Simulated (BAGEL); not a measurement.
# CH5BClN (SMILES CNBCl), step by step

We compute a single-point energy (HF/cc-pVDZ), then a single-point energy (NEVPT2(2,2)/cc-pVDZ), then a single-point energy (CASPT2(2,2)/cc-pVDZ) of CH5BClN. 

The calculation is run with BAGEL 1.2.2.

1 further run of the same task is left out (set aside as unsound or not needed).

### 1 The structure to begin with

CH5BClN: 9 atoms, total charge 0, spin state singlet. SMILES: `CNBCl`. The N2–B3 distance was set to 2.624 Å, away from the relaxed value. At this shape a bond of the SMILES string is far longer than usual.

Bond lengths: C1–N2 1.445 Å, B3–Cl4 1.771 Å, C1–H5 1.094 Å, C1–H6 1.094 Å, C1–H7 1.090 Å, N2–H8 1.009 Å, B3–H9 1.192 Å. Angles: C1–N2–H8 115.0°, N2–C1–H5 111.4°, N2–C1–H6 111.4°, N2–C1–H7 109.2°, Cl4–B3–H9 118.9°, H5–C1–H6 108.3°, H5–C1–H7 108.2°, H6–C1–H7 108.2°. A long bond or contact: N2–B3 2.624 Å.

### 2 A single-point energy at HF/cc-pVDZ (density fitting with svp-jkfit) (run 1)

The input, job.json:

```json
{ "bagel" : [

{
  "title" : "molecule",
  "basis" : "cc-pvdz.json",
  "df_basis" : "svp-jkfit",
  "geometry" : [
    { "atom" : "C", "xyz" : [  0.71427112,  1.23282898, -4.15237836 ] },
    { "atom" : "N", "xyz" : [ -1.02049746, -0.10528609, -2.52400136 ] },
    { "atom" : "B", "xyz" : [ -0.49340749, -0.78461429,  2.35875615 ] },
    { "atom" : "Cl", "xyz" : [ -2.82570747, -2.48404499,  4.05308459 ] },
    { "atom" : "H", "xyz" : [  1.46430342, -0.00021732, -5.63222289 ] },
    { "atom" : "H", "xyz" : [ -0.19695482,  2.85194632, -5.05831307 ] },
    { "atom" : "H", "xyz" : [  2.29521600,  1.92787025, -3.03101488 ] },
    { "atom" : "H", "xyz" : [ -2.55608891, -0.82243716, -3.39743277 ] },
    { "atom" : "H", "xyz" : [  1.28803733,  0.02683411,  3.47369456 ] }
  ]
},
{ "title" : "hf" },
{ "title" : "print", "file" : "orbitals.molden", "orbitals" : "true" }

]}
```

The basis set cc-pVDZ is read from a file made from the Basis Set Exchange's data (not shown).

Command:

```
$ BAGEL_NUM_THREADS=1 BAGEL job.json > job.out
```

The log of the run:

```text
* using 1 threads per process

  ===============================================================
  ===============================================================

  *** Geometry ***

  { "atom" : "C", "xyz" : [      0.714271,      1.232829,     -4.152378 ] },
  { "atom" : "N", "xyz" : [     -1.020497,     -0.105286,     -2.524001 ] },
  { "atom" : "B", "xyz" : [     -0.493407,     -0.784614,      2.358756 ] },
  { "atom" : "Cl", "xyz" : [     -2.825707,     -2.484045,      4.053085 ] },
  { "atom" : "H", "xyz" : [      1.464303,     -0.000217,     -5.632223 ] },
  { "atom" : "H", "xyz" : [     -0.196955,      2.851946,     -5.058313 ] },
  { "atom" : "H", "xyz" : [      2.295216,      1.927870,     -3.031015 ] },
  { "atom" : "H", "xyz" : [     -2.556089,     -0.822437,     -3.397433 ] },
  { "atom" : "H", "xyz" : [      1.288037,      0.026834,      3.473695 ] },

  Number of auxiliary basis functions:      445

  Since a DF basis is specified, we compute 2- and 3-index integrals:
    o Being stored without compression. Storage requirement is 0.026 GB

  Number of basis functions:       85
  Number of electrons      :       40

    * METHOD: MOLECULE                             0.17

  *** RHF ***

  === Nuclear Repulsion ===
   117.8569549238

      * DIIS with orbital gradients will be used.

  === RHF iteration (cc-pvdz.json) ===
      0       -578.93212075          0.01958533           0.05
      1       -578.00941323          0.04668667           0.05
      2       -579.23072495          0.00366718           0.05
      3       -579.24572587          0.00134607           0.05
      4       -579.24959042          0.00068640           0.05
      5       -579.25129164          0.00041981           0.05
      6       -579.25207600          0.00016382           0.05
      7       -579.25213083          0.00003809           0.05
      8       -579.25213271          0.00001572           0.05
      9       -579.25213307          0.00000585           0.05
     10       -579.25213311          0.00000141           0.04
     11       -579.25213312          0.00000041           0.04
     12       -579.25213312          0.00000018           0.06
     13       -579.25213312          0.00000006           0.05
     14       -579.25213312          0.00000003           0.05
     15       -579.25213312          0.00000001           0.05
     16       -579.25213312          0.00000000           0.05
    * SCF iteration converged.

    * Permanent dipole moment:
           (   -0.193159,     0.104357,    -1.073934) a.u.

    * METHOD: HF                                   0.98

    * METHOD: PRINT                                0.01

  ===============================================================
```

Wall time 1.4 s (1 thread of Arm Neoverse V2, shared host); peak memory 0.14 GiB.

### 3 A single-point energy at NEVPT2(2,2)/cc-pVDZ (density fitting with svp-jkfit) (run 2)

The input, input.json:

```json
{ "bagel" : [

{
  "title" : "molecule",
  "basis" : "cc-pvdz.json",
  "df_basis" : "svp-jkfit",
  "angstrom" : false,
  "geometry" : [
    { "atom" : "C", "xyz" : [  0.71427112,  1.23282898, -4.15237836 ] },
    { "atom" : "N", "xyz" : [ -1.02049746, -0.10528609, -2.52400136 ] },
    { "atom" : "B", "xyz" : [ -0.49340749, -0.78461429,  2.35875615 ] },
    { "atom" : "Cl", "xyz" : [ -2.82570747, -2.48404499,  4.05308459 ] },
    { "atom" : "H", "xyz" : [  1.46430342, -0.00021732, -5.63222289 ] },
    { "atom" : "H", "xyz" : [ -0.19695482,  2.85194632, -5.05831307 ] },
    { "atom" : "H", "xyz" : [  2.29521600,  1.92787025, -3.03101488 ] },
    { "atom" : "H", "xyz" : [ -2.55608891, -0.82243716, -3.39743277 ] },
    { "atom" : "H", "xyz" : [  1.28803733,  0.02683411,  3.47369456 ] }
  ]
},
{
  "title" : "hf"
},
{
  "title" : "nevpt2",
  "nstate" : 1,
  "nact" : 2,
  "nclosed" : 19,
  "active" : [19, 21],
  "maxiter" : 200,
  "natocc" : true,
  "ncore" : 8
},
{
  "title" : "print",
  "file" : "orbitals.molden",
  "orbitals" : true
}

]}
```

The basis set cc-pVDZ is read from a file made from the Basis Set Exchange's data (not shown).

Command:

```
$ BAGEL_NUM_THREADS=1 BAGEL input.json > input.out
```

The log of the run:

```text
* using 1 threads per process

  ===============================================================
  ===============================================================

  *** Geometry ***

  { "atom" : "C", "xyz" : [      0.714271,      1.232829,     -4.152378 ] },
  { "atom" : "N", "xyz" : [     -1.020497,     -0.105286,     -2.524001 ] },
  { "atom" : "B", "xyz" : [     -0.493407,     -0.784614,      2.358756 ] },
  { "atom" : "Cl", "xyz" : [     -2.825707,     -2.484045,      4.053085 ] },
  { "atom" : "H", "xyz" : [      1.464303,     -0.000217,     -5.632223 ] },
  { "atom" : "H", "xyz" : [     -0.196955,      2.851946,     -5.058313 ] },
  { "atom" : "H", "xyz" : [      2.295216,      1.927870,     -3.031015 ] },
  { "atom" : "H", "xyz" : [     -2.556089,     -0.822437,     -3.397433 ] },
  { "atom" : "H", "xyz" : [      1.288037,      0.026834,      3.473695 ] },

  Number of auxiliary basis functions:      445

  Since a DF basis is specified, we compute 2- and 3-index integrals:
    o Being stored without compression. Storage requirement is 0.026 GB

  Number of basis functions:       85
  Number of electrons      :       40

    * METHOD: MOLECULE                             0.17

  *** RHF ***

  === Nuclear Repulsion ===
   117.8569549238

      * DIIS with orbital gradients will be used.

  === RHF iteration (cc-pvdz.json) ===
      0       -578.93212075          0.01958533           0.05
      1       -578.00941323          0.04668667           0.05
      2       -579.23072495          0.00366718           0.04
      3       -579.24572587          0.00134607           0.05
      4       -579.24959042          0.00068640           0.05
      5       -579.25129164          0.00041981           0.05
      6       -579.25207600          0.00016382           0.04
      7       -579.25213083          0.00003809           0.05
      8       -579.25213271          0.00001572           0.05
      9       -579.25213307          0.00000585           0.04
     10       -579.25213311          0.00000141           0.05
     11       -579.25213312          0.00000041           0.05
     12       -579.25213312          0.00000018           0.05
     13       -579.25213312          0.00000006           0.05
     14       -579.25213312          0.00000003           0.05
     15       -579.25213312          0.00000001           0.05
     16       -579.25213312          0.00000000           0.04
    * SCF iteration converged.

    * Permanent dipole moment:
           (   -0.193159,     0.104357,    -1.073934) a.u.

    * METHOD: HF                                   0.94

    * freezing 8 orbitals
  ---------------------------
      CASSCF calculation
  ---------------------------

    ==== Active orbitals : =====
         Orbital 19
         Orbital 21
    ============================

    * nstate   :      1
    * nclosed  :     19
    * nact     :      2
    * nvirt    :     64
  === CASSCF iteration (cc-pvdz.json) ===

    * Using the second-order algorithm

      0  0      -579.27815524     4.57e-03      0.02

      1  0      -579.30355596     1.81e-03      0.25

      2  0      -579.30647209     8.92e-04      0.34

      3  0      -579.30677660     4.21e-04      0.33

      4  0      -579.30682475     1.76e-04      0.34

      5  0      -579.30683262     7.14e-05      0.34

      6  0      -579.30683389     2.86e-05      0.35

      7  0      -579.30683409     1.14e-05      0.33

      8  0      -579.30683413     4.57e-06      0.34

      9  0      -579.30683413     1.82e-06      0.34

     10  0      -579.30683413     7.27e-07      0.32

     11  0      -579.30683413     2.90e-07      0.32

     12  0      -579.30683413     1.16e-07      0.24

     13  0      -579.30683413     4.61e-08      0.29

     14  0      -579.30683413     1.84e-08      0.21

     15  0      -579.30683413     7.33e-09      0.21

    * Second-order optimization converged. *

     guess   0:   closed 1.                   open ..

  === FCI iteration ===

      0  0      -579.24327562     8.73e-02      0.00
      1  0      -579.30154514     2.23e-02      0.00
      2  0 *    -579.30683413     3.82e-16      0.00

     * ci vector, state   0, <S^2> = 0.0000
       2.     0.9381106736
       .2    -0.3463356236

  === DF-NEVPT2 calculation ===

    * 3-index integral transformation done
    * assembly done

      NEVPT2 correlation energy:   -0.4975860350      0.16

          (+0)     -0.4073775452
          (+0)'    -0.0232440750
          (+1)     -0.0171143668
          (+1)'    -0.0000000000
          (+2)     -0.0004868747
          (-1)     -0.0471531322
          (-1)'     0.0000000000
          (-2)     -0.0022100411

      NEVPT2 total energy:       -579.8044201674

    * METHOD: NEVPT2                               4.93

    * METHOD: PRINT                                0.01

  ===============================================================
```

It took 6.3 s on 1 thread of Arm Neoverse V2, shared host; peak memory 0.14 GiB.

### 4 The energy at CASPT2(2,2)/cc-pVDZ (density fitting with svp-jkfit) (run 3)

input.json: that of step 3 with these lines changed.

```diff
@@ -23,3 +23,3 @@
 {
-  "title" : "nevpt2",
+  "title" : "casscf",
   "nstate" : 1,
@@ -27,6 +27,6 @@
   "nclosed" : 19,
+  "nspin" : 0,
   "active" : [19, 21],
   "maxiter" : 200,
-  "natocc" : true,
-  "ncore" : 8
+  "natocc" : true
 },
@@ -36,2 +36,12 @@
   "orbitals" : true
+},
+{
+  "title" : "smith",
+  "method" : "caspt2",
+  "ms" : true,
+  "xms" : true,
+  "sssr" : true,
+  "shift" : 0.2,
+  "shift_imag" : true,
+  "ncore" : 8
 }
```

The basis set cc-pVDZ is read from a file made from the Basis Set Exchange's data (not shown).

Command:

```
$ BAGEL_NUM_THREADS=1 BAGEL input.json > input.out
```

The log of the run:

```text
* using 1 threads per process

  ===============================================================
  ===============================================================

  *** Geometry ***

  { "atom" : "C", "xyz" : [      0.714271,      1.232829,     -4.152378 ] },
  { "atom" : "N", "xyz" : [     -1.020497,     -0.105286,     -2.524001 ] },
  { "atom" : "B", "xyz" : [     -0.493407,     -0.784614,      2.358756 ] },
  { "atom" : "Cl", "xyz" : [     -2.825707,     -2.484045,      4.053085 ] },
  { "atom" : "H", "xyz" : [      1.464303,     -0.000217,     -5.632223 ] },
  { "atom" : "H", "xyz" : [     -0.196955,      2.851946,     -5.058313 ] },
  { "atom" : "H", "xyz" : [      2.295216,      1.927870,     -3.031015 ] },
  { "atom" : "H", "xyz" : [     -2.556089,     -0.822437,     -3.397433 ] },
  { "atom" : "H", "xyz" : [      1.288037,      0.026834,      3.473695 ] },

  Number of auxiliary basis functions:      445

  Since a DF basis is specified, we compute 2- and 3-index integrals:
    o Being stored without compression. Storage requirement is 0.026 GB

  Number of basis functions:       85
  Number of electrons      :       40

    * METHOD: MOLECULE                             0.17

  *** RHF ***

  === Nuclear Repulsion ===
   117.8569549238

      * DIIS with orbital gradients will be used.

  === RHF iteration (cc-pvdz.json) ===
      0       -578.93212075          0.01958533           0.05
      1       -578.00941323          0.04668667           0.05
      2       -579.23072495          0.00366718           0.05
      3       -579.24572587          0.00134607           0.05
      4       -579.24959042          0.00068640           0.04
      5       -579.25129164          0.00041981           0.04
      6       -579.25207600          0.00016382           0.05
      7       -579.25213083          0.00003809           0.05
      8       -579.25213271          0.00001572           0.05
      9       -579.25213307          0.00000585           0.05
     10       -579.25213311          0.00000141           0.05
     11       -579.25213312          0.00000041           0.05
     12       -579.25213312          0.00000018           0.06
     13       -579.25213312          0.00000006           0.05
     14       -579.25213312          0.00000003           0.05
     15       -579.25213312          0.00000001           0.05
     16       -579.25213312          0.00000000           0.05
    * SCF iteration converged.

    * Permanent dipole moment:
           (   -0.193159,     0.104357,    -1.073934) a.u.

    * METHOD: HF                                   0.96

  ---------------------------
      CASSCF calculation
  ---------------------------

    ==== Active orbitals : =====
         Orbital 19
         Orbital 21
    ============================

    * nstate   :      1
    * nclosed  :     19
    * nact     :      2
    * nvirt    :     64
  === CASSCF iteration (cc-pvdz.json) ===

    * Using the second-order algorithm

      0  0      -579.27815524     4.57e-03      0.02

      1  0      -579.30355596     1.81e-03      0.25

      2  0      -579.30647209     8.92e-04      0.34

      3  0      -579.30677660     4.21e-04      0.34

      4  0      -579.30682475     1.76e-04      0.33

      5  0      -579.30683262     7.14e-05      0.33

      6  0      -579.30683389     2.86e-05      0.33

      7  0      -579.30683409     1.14e-05      0.34

      8  0      -579.30683413     4.57e-06      0.34

      9  0      -579.30683413     1.82e-06      0.33

     10  0      -579.30683413     7.27e-07      0.32

     11  0      -579.30683413     2.90e-07      0.32

     12  0      -579.30683413     1.16e-07      0.25

     13  0      -579.30683413     4.61e-08      0.29

     14  0      -579.30683413     1.84e-08      0.21

     15  0      -579.30683413     7.33e-09      0.21

    * Second-order optimization converged. *

     guess   0:   closed 1.                   open ..

  === FCI iteration ===

      0  0      -579.24327562     8.73e-02      0.00
      1  0      -579.30154514     2.23e-02      0.00
      2  0 *    -579.30683413     3.82e-16      0.00

     * ci vector, state   0, <S^2> = 0.0000
       2.     0.9381106736
       .2    -0.3463356236

    * METHOD: CASSCF                               4.64

    * METHOD: PRINT                                0.01

  === SMITH program ===

    * freezing 8 orbitals

    * Approximate memory requirement for SMITH calulation per MPI process:
      o Storage requirement for T-amplitude, lambda, and residual is 0.02 GB
      o Storage requirement for MO integrals is 0.01 GB
    * Calculating and saving rdm4f

    * Zeroth order energy : state  0       -0.5996390145

    * CASPT2 iteration is performed using orthogonal basis

      -------------------------------------------  CASPT2 iteration  ---------------------------------------------------
       #      aibj      arbs      arbi      airj      risj      airs      arst      rist         Etot      error   time
      ------------------------------------------------------------------------------------------------------------------

       0  -0.40630  -0.00275  -0.04969  -0.01878  -0.00076  -0.02254  -0.00000  -0.00000   -0.5008217  0.0011649   0.08
       1  -0.40641  -0.00277  -0.04982  -0.01890  -0.00079  -0.02283  -0.00000  -0.00000   -0.5015349  0.0001460   0.07
       2  -0.40642  -0.00277  -0.04982  -0.01890  -0.00079  -0.02284  -0.00000  -0.00000   -0.5015489  0.0000244   0.07
       3  -0.40642  -0.00277  -0.04982  -0.01890  -0.00079  -0.02284  -0.00000  -0.00000   -0.5015493  0.0000042   0.08
       4  -0.40642  -0.00277  -0.04982  -0.01890  -0.00079  -0.02284   0.00000  -0.00000   -0.5015493  0.0000007   0.08

      ------------------------------------------------------------------------------------------------------------------

    * CASPT2 energy : state  0     -579.8114579421
        w/o shift correction       -579.8083834115
        reference weight              0.8461874796

    * METHOD: SMITH                                0.57

  ===============================================================
```

Wall time 6.6 s (1 thread of Arm Neoverse V2, shared host); peak memory 0.18 GiB.

### 5 Outcome

| quantity | value |
| --- | --- |
| run 1, HF/cc-pVDZ: total energy | -579.25213 Eh |
| run 1, HF/cc-pVDZ: dipole moment | 2.79 D |
| run 1, HF/cc-pVDZ: HOMO energy | -8.23 eV |
| run 1, HF/cc-pVDZ: LUMO energy | 1.08 eV |
| run 1, HF/cc-pVDZ: HOMO–LUMO gap | 9.31 eV |
| run 2, NEVPT2(2,2)/cc-pVDZ: total energy | -579.80442 Eh |
| run 3, CASPT2(2,2)/cc-pVDZ: total energy | -579.81146 Eh |
